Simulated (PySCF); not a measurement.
# C4H5NOSi: the cost of one run

The runs use PySCF 2.14.0, with density-fitted response routines of our own; the level of theory stands in each step. All values are computed, except where a source is named. Atoms count from 0, in the outputs and in this text.

## (1) The molecule as given

12 atoms, charge 0, multiplicity 1; geometry from: PBE0-D3(BJ)/def2-SVP.

Bonds of the start (Å): C0–C1 1.45, C1–C2 1.22, C2–Si3 1.81, Si3–O4 1.65, Si3–C5 1.87, C5–N6 1.16, C0–H7 1.10, C0–H8 1.10, C0–H9 1.10, Si3–H10 1.48, O4–H11 0.96.

## (2) X-ray photoelectron lines: SCAN, X2C

What the job is given:

```
{"job": {"kind": "xps"}, "charge": 0, "multiplicity": 1}
C      2.733775     0.274809    -0.207819
C      1.305716     0.038564    -0.267484
C      0.102601    -0.154861    -0.318571
Si    -1.688710    -0.424833    -0.418521
O     -2.218371    -1.680880     0.512799
C     -2.483822     1.160280     0.169442
N     -2.986150     2.136320     0.543866
H      2.945747     1.337383    -0.012629
H      3.195933    -0.319018     0.595931
H      3.216884    -0.002117    -1.157611
H     -2.157887    -0.685232    -1.795566
H     -1.928719    -1.710572     1.429801
```

Method: delta-SCF UKS SCAN, pcX-2 on the ionised atom, pcseg-1 elsewhere, spin-free X2C.

Command:

```
$ OMP_NUM_THREADS=1 python probes_run.py task.json out
```

This one command runs all jobs of the session in turn.

**Question.** How long does this first job take on 1 thread of Arm Neoverse V1, shared host, and how much memory does it need?

About 47 s, with a peak of 0.55 GiB.
